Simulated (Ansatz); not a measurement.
MnO2, space group R-3m: an equation of state with a fit, run with the Ansatz DFT code, driven from Python.

The script, `eos_mno2.py`:
```python
# -*- coding: utf-8 -*-
'''Bulk modulus of MnO2 from an E(V) curve.'''

import logging
import sys

import ansatz as az
import numpy as np
from pymatgen.analysis.eos import EOS

logging.basicConfig(stream=sys.stdout, format='[%(levelname)s] %(message)s')
logger = logging.getLogger('calc')
logger.setLevel(logging.INFO)

VECTORS = np.array([
    [1.428435, 0.824707, 4.583932],
    [-1.428435, 0.824707, 4.583932],
    [0.0, -1.649414, 4.583932],
])
SITES = [
    ('Mn', (0.0, 0.0, 0.0), 4),
    ('O', (0.264364, 0.264364, 0.264364), 0.0),
    ('O', (0.735636, 0.735636, 0.735636), 0.0),
]


def on_lattice(cell):
    crystal = az.Crystal(lattice=az.Lattice.of(cell))
    for symbol, position, moment in SITES:
        crystal = crystal.atom(symbol, position, moment=moment or None)
    return crystal

# scale the volume, keep shape and fractions
volumes, energies, pressures = [], [], []
for scale in np.linspace(0.9, 1.1, 9):
    cell = VECTORS * scale ** (1 / 3)
    setup = (
        on_lattice(cell).calculation()
        .basis(510)
        .scf(tolerance=1e-09)
        .occupations(az.OccupationsMethod.FERMI_DIRAC)
        .functional(az.Functional.PBESOL)
        .spin('collinear')
        .hubbard('Mn', 'd', u=6.9, j=0.9)
        .kpoints(12, 12, 12)
        .stress()
    )
    r = setup.run().report
    volumes.append(abs(np.linalg.det(cell)) / len(SITES))
    energies.append(r['free_energy_ev'] / len(SITES))
    pressures.append(np.trace(r['stress_gpa']) / 3)
    logger.info(f'V = {volumes[-1]:8.4f} A^3/atom  F = {energies[-1]:.5f} eV/atom  P = {pressures[-1]:8.3f} GPa')

for form in ['vinet', 'pourier_tarantola', 'birch_murnaghan']:
    fit = EOS(eos_name=form).fit(volumes, energies)
    logger.info(f'{form:18s} V0 {fit.v0:8.4f} A^3/atom  B0 {fit.b0_GPa:7.1f} GPa  B1 {fit.b1:5.2f}')
```

From its runs, with one value withheld:

| V (Å³/atom) | F less the lowest row shown (meV/atom) |
| --- | --- |
| 9.720 | 124.72 |
| 9.990 | 77.74 |
| 10.260 | ? |
| 10.530 | 20.09 |
| 10.800 | 6.07 |
| 11.070 | 0.00 |
| 11.340 | 0.63 |
| 11.610 | 6.86 |
| 11.880 | 17.75 |

What is the missing energy at 10.260 Å³ an atom?

A third-order Birch-Murnaghan fit, E = E0 + (9 V0 B0 / 16) [(t - 1)³ B' + (t - 1)² (6 - 4t)] with t = (V0/V)^(2/3), through the 8 rows shown gives V0 = 11.179 Å³, B0 = 153.2 GPa, B' = 5.88 and E0 = -0.50 meV. At V = 10.260 Å³, t = 1.05883, and the fit interpolates to 43.41 meV. The run gave 43.45 meV, a miss of 0.04 meV.

Notes:
- The magnetic order follows from the starting moments and needn't be the lowest.
- Shape and fractional positions are held along the curve, so the bulk modulus is an upper value where they are free to relax.
- The program warned that this SCF threshold is loose for forces or stresses.
- With one magnetic atom the cell can hold only ferromagnetic order.
- Pressure is positive in compression.
- At these settings the cell as given stands under about 6 GPa, so it isn't at this functional's equilibrium volume.
- This cell is a computed structure, which may not be the phase found in nature.
- Timing: 6.1 min on 1 thread of Intel(R) Xeon(R) Platinum 8259CL CPU @ 2.50GHz (Skylake/Cascade Lake), on a shared host, peak memory 0.84 GiB.
